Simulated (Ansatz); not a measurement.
# CH6N2OSi: inversion of the pyramid at N1

Aim: the minimum-energy path and barrier of the inversion of the pyramid at N1. The ends are relaxed first, then joined by a nudged elastic band. SMILES of the start: NC1(O)N[SiH2]1.

All numbers below are computed with Ansatz 0.2.0 (RKS PBE-D4/def2-SVP).

### 1 The starting structure

Bond lengths: N1–C2 1.418 Å, C2–O3 1.388 Å, C2–N4 1.339 Å, C2–Si5 1.876 Å, N4–Si5 1.719 Å, N1–H6 1.010 Å, N1–H7 0.996 Å, O3–H8 0.940 Å, N4–H9 1.084 Å, Si5–H10 1.489 Å, Si5–H11 1.460 Å. Angles (14 of 19 angles, heavy atoms first): N1–C2–O3 111.8°, N1–C2–N4 112.5°, N1–C2–Si5 126.5°, O3–C2–N4 111.3°, O3–C2–Si5 119.5°, N4–C2–Si5 62.0°, C2–N4–Si5 74.5°, C2–Si5–N4 43.5°, C2–N1–H6 111.6°, C2–N1–H7 111.7°, C2–O3–H8 111.6°, C2–N4–H9 110.7°, Si5–N4–H9 107.0°, C2–Si5–H10 118.9°.

Structure file:

```xyz
11

N     0.7257    1.1561    0.7758
C     0.4211    0.0135   -0.0061
O     1.4629   -0.9040   -0.0063
N    -0.7323   -0.5619    0.3566
Si   -0.9347   -0.1273   -1.2946
H     1.5541    1.6263    0.4410
H     0.9036    0.9159    1.7256
H     1.1901   -1.7383    0.3296
H    -1.3358    0.1234    0.9404
H    -2.0684    0.8379   -1.2545
H    -1.1208   -1.3987   -1.9869
```

### 2 End point A

input.yaml reads:

```yaml
crystal:
  periodic: [false, false, false]
  atoms:
    - { symbol: "N", position_ang: [0.7257, 1.1561, 0.7758] }
    - { symbol: C, position_ang: [0.4211, 0.0135, -0.0061] }
    - { symbol: O, position_ang: [1.4629, -0.904, -0.0063] }
    - { symbol: "N", position_ang: [-0.7323, -0.5619, 0.3566] }
    - { symbol: Si, position_ang: [-0.9347, -0.1273, -1.2946] }
    - { symbol: H, position_ang: [1.5541, 1.6263, 0.441] }
    - { symbol: H, position_ang: [0.9036, 0.9159, 1.7256] }
    - { symbol: H, position_ang: [1.1901, -1.7383, 0.3296] }
    - { symbol: H, position_ang: [-1.3358, 0.1234, 0.9404] }
    - { symbol: H, position_ang: [-2.0684, 0.8379, -1.2545] }
    - { symbol: H, position_ang: [-1.1208, -1.3987, -1.9869] }
basis:
  gaussian: { orbitals: def2-SVP }
hamiltonian:
  xc: pbe
  dispersion: d4
relax:
  f_tol: 0.015
  max_steps: 40
```

Run with:

```bash
$ ansatz run input.yaml --threads 2 --pin off --max-ram 3072MiB --backend cpu --events-out ev --progress --plain --runs-dir out
```

The program printed (excerpt; [...] marks lines left out):

```text
Warning: RAYON_NUM_THREADS=2 ignored (pool sized by the plan → 2); use --threads N
[...]
Functional definition: PBE
[...]
1189 factors; their error is unknown
[...]
mean field -14019.00049171 eV, -515.1887656504 hartree, gradient 1.0e-5 eV, S^2 0.000000; 0 other end points of the search recorded, 0 dependent functions left out
[...]
reference -14019.00052715 eV, -515.1887669531 hartree; 24, 24 occupied and 80, 80 virtual orbitals, 1189 factors
relax step   1: F+E_penalty+E_count = -14019.23349812 eV  Δ(F+E_penalty+E_count) = +0.000e0 eV  max|allowed force component| = 4.910e0 eV/Å  Δτ_max = 0.0000 Å  (31 SCF iters, accepted)
[...]
relax step   4: F+E_penalty+E_count = -14020.17436597 eV  Δ(F+E_penalty+E_count) = -1.357e-2 eV  max|allowed force component| = 6.032e-1 eV/Å  Δτ_max = 0.1999 Å  (37 SCF iters, accepted)
[...]
relax step   7: F+E_penalty+E_count = -14020.21451108 eV  Δ(F+E_penalty+E_count) = +5.476e-4 eV  max|allowed force component| = 3.376e-1 eV/Å  Δτ_max = 0.0852 Å  (30 SCF iters, rejected (line search))
[...]
relax step  10: F+E_penalty+E_count = -14020.16940592 eV  Δ(F+E_penalty+E_count) = +5.453e-2 eV  max|allowed force component| = 9.331e-1 eV/Å  Δτ_max = 0.0945 Å  (30 SCF iters, rejected (line search))
[...]
relax step  12: F+E_penalty+E_count = -14020.22493034 eV  Δ(F+E_penalty+E_count) = -1.706e-4 eV  max|allowed force component| = 6.070e-2 eV/Å  Δτ_max = 0.0219 Å  (31 SCF iters, accepted)
[...]
relax step  13: F+E_penalty+E_count = -14020.22507937 eV  Δ(F+E_penalty+E_count) = -1.490e-4 eV  max|allowed force component| = 1.370e-2 eV/Å  Δτ_max = 0.0053 Å  (32 SCF iters, accepted)
1189 factors; their error is unknown
[...]
mean field -14019.99540268 eV, -515.2253279542 hartree, gradient 3.5e-5 eV, S^2 0.000000; 1 other end points of the search recorded, 0 dependent functions left out
[...]
reference -14019.99543887 eV, -515.2253292842 hartree; 24, 24 occupied and 80, 80 virtual orbitals, 1189 factors
Total energy: -14020.22511556 eV, -515.2337697469 hartree
Atom 0 at     0.652832     1.226849     0.693530 Å, force     0.005352     0.012269    -0.002307 eV/Å
Atom 1 at     0.404721    -0.068610     0.137853 Å, force    -0.006051     0.004079     0.003394 eV/Å
Atom 2 at     1.515918    -0.923111     0.242571 Å, force    -0.002966    -0.011388     0.002607 eV/Å
Atom 3 at    -0.858218    -0.708388     0.494904 Å, force     0.004179    -0.006025    -0.013696 eV/Å
Atom 4 at    -0.963874    -0.129269    -1.183323 Å, force    -0.001437     0.000689     0.007357 eV/Å
Atom 5 at     1.359768     1.714499     0.129684 Å, force     0.000066     0.002336    -0.000225 eV/Å
Atom 6 at     1.084157     1.099800     1.624939 Å, force    -0.001577    -0.004473     0.000129 eV/Å
Atom 7 at     1.143661    -1.826562     0.276566 Å, force     0.001548     0.004378    -0.000205 eV/Å
Atom 8 at    -1.363640    -0.312646     1.297109 Å, force     0.000574     0.000473    -0.001648 eV/Å
Atom 9 at    -1.774860     1.093470    -1.499078 Å, force    -0.000053     0.000682     0.002016 eV/Å
Atom 10 at    -1.134964    -1.223133    -2.194156 Å, force     0.000365    -0.003021     0.002579 eV/Å
Dipole moment:    -0.025018     0.065925     0.080079 e Å
```

Run time: 30 s. Hardware: 2 threads of Arm Neoverse V1, shared host; peak memory 0.15 GiB.

The steps of the relaxation:

```csv
step,energy from step 1 (eV),largest force component (eV/Å)
1,0.0000,4.9099
2,-0.7636,1.9254
3,-0.9273,0.4343
4,-0.9409,0.6032
5,-0.9752,0.2794
6,-0.9816,0.1477
7x,-0.9810,0.3376
8,-0.9880,0.0747
9,-0.9904,0.1220
10x,-0.9359,0.9331
11,-0.9913,0.1200
12,-0.9914,0.0607
13,-0.9916,0.0137
```

Step 1 is the start. 2 steps were tried and not accepted (marked x).

After: Bond lengths: N1–C2 1.431 Å, C2–O3 1.406 Å, C2–N4 1.460 Å, C2–Si5 1.903 Å, N4–Si5 1.778 Å, N1–H6 1.027 Å, N1–H7 1.034 Å, O3–H8 0.978 Å, N4–H9 1.027 Å, Si5–H10 1.501 Å, Si5–H11 1.499 Å. Angles (14 of 19 angles, heavy atoms first): N1–C2–O3 112.6°, N1–C2–N4 116.8°, N1–C2–Si5 115.0°, O3–C2–N4 113.5°, O3–C2–Si5 126.9°, N4–C2–Si5 62.2°, C2–N4–Si5 71.2°, C2–Si5–N4 46.6°, C2–N1–H6 109.6°, C2–N1–H7 108.1°, C2–O3–H8 105.3°, C2–N4–H9 116.6°, Si5–N4–H9 125.6°, C2–Si5–H10 120.6°.

### 3 Relaxing end B

The second end starts from a geometry with the move made by hand.

Edit input.yaml of step 2 so:

```diff
@@ -8,4 +8,4 @@
     - { symbol: Si, position_ang: [-0.9347, -0.1273, -1.2946] }
-    - { symbol: H, position_ang: [1.5541, 1.6263, 0.441] }
-    - { symbol: H, position_ang: [0.9036, 0.9159, 1.7256] }
+    - { symbol: H, position_ang: [0.68319, 2.00369, 0.2288] }
+    - { symbol: H, position_ang: [0.08026, 1.27267, 1.52499] }
     - { symbol: H, position_ang: [1.1901, -1.7383, 0.3296] }
```

Run with:

```bash
$ ansatz run input.yaml --threads 2 --pin off --max-ram 3072MiB --backend cpu --events-out ev --progress --plain --runs-dir out
```

The program printed (excerpt; [...] marks lines left out):

```text
Warning: RAYON_NUM_THREADS=2 ignored (pool sized by the plan → 2); use --threads N
[...]
Functional definition: PBE
[...]
1189 factors; their error is unknown
[...]
mean field -14018.70646583 eV, -515.1779603986 hartree, gradient 4.5e-5 eV, S^2 0.000000; 0 other end points of the search recorded, 0 dependent functions left out
[...]
reference -14018.70649969 eV, -515.1779616430 hartree; 24, 24 occupied and 80, 80 virtual orbitals, 1189 factors
relax step   1: F+E_penalty+E_count = -14018.94125737 eV  Δ(F+E_penalty+E_count) = +0.000e0 eV  max|allowed force component| = 5.082e0 eV/Å  Δτ_max = 0.0000 Å  (30 SCF iters, accepted)
[...]
relax step   5: F+E_penalty+E_count = -14019.93571365 eV  Δ(F+E_penalty+E_count) = -1.731e-2 eV  max|allowed force component| = 2.733e-1 eV/Å  Δτ_max = 0.1512 Å  (29 SCF iters, accepted)
[...]
Atom 1 at     0.354440     0.005103     0.163509 Å, force     0.014459     0.014001     0.011818 eV/Å
Atom 2 at     1.571935    -0.664830     0.162949 Å, force    -0.004336     0.000703    -0.005982 eV/Å
Atom 3 at    -0.815635    -0.745698     0.469507 Å, force    -0.006614     0.010319    -0.003527 eV/Å
Atom 4 at    -1.064425    -0.206674    -1.207703 Å, force    -0.007323    -0.001324     0.004291 eV/Å
Atom 5 at     1.433839     1.669720     0.612136 Å, force    -0.007815    -0.005127    -0.000870 eV/Å
Atom 6 at    -0.220999     1.907762     0.638918 Å, force     0.005761    -0.000904    -0.002973 eV/Å
Atom 7 at     1.344671    -1.608660     0.062809 Å, force    -0.002616    -0.005909     0.001887 eV/Å
Atom 8 at    -1.292627    -0.583679     1.367627 Å, force     0.006372    -0.007300    -0.004705 eV/Å
Atom 9 at    -1.996673     0.975072    -1.355270 Å, force    -0.001292    -0.000842    -0.000873 eV/Å
Atom 10 at    -1.473583    -1.312454    -2.149118 Å, force     0.002996    -0.004981    -0.003562 eV/Å
Dipole moment:    -0.089260     0.191450     0.047961 e Å
```

It took 39 s on 2 threads of Arm Neoverse V1, shared host; peak memory 0.15 GiB.

Step by step:

```csv
step,energy from step 1 (eV),largest force component (eV/Å)
1,0.0000,5.0816
2,-0.7868,1.9354
3,-0.9514,0.5339
4,-0.9771,0.2489
5,-0.9945,0.2733
6,-1.0144,0.5125
7,-1.0359,0.5119
8,-1.0674,0.9888
9,-1.1251,1.2260
10,-1.2004,0.8677
11,-1.2257,0.4226
12x,-1.1983,0.4850
13,-1.2721,0.2607
14,-1.2768,0.1617
15x,-1.2748,0.2764
16,-1.2779,0.0311
17,-1.2782,0.0145
```

Step 1 is the start. 2 steps were tried and not accepted (marked x).

After: Bond lengths: N1–C2 1.421 Å, C2–O3 1.390 Å, C2–N4 1.424 Å, C2–Si5 1.985 Å, N4–Si5 1.779 Å, N1–H6 1.026 Å, N1–H7 1.025 Å, O3–H8 0.976 Å, N4–H9 1.030 Å, Si5–H10 1.512 Å, Si5–H11 1.509 Å. Angles (14 of 19 angles, heavy atoms first): N1–C2–O3 108.1°, N1–C2–N4 117.2°, N1–C2–Si5 120.8°, O3–C2–N4 117.8°, O3–C2–Si5 125.1°, N4–C2–Si5 60.3°, C2–N4–Si5 75.7°, C2–Si5–N4 44.0°, C2–N1–H6 111.4°, C2–N1–H7 112.3°, C2–O3–H8 105.2°, C2–N4–H9 119.0°, Si5–N4–H9 135.2°, C2–Si5–H10 115.1°.

(Part 1 of 2 ends here.)
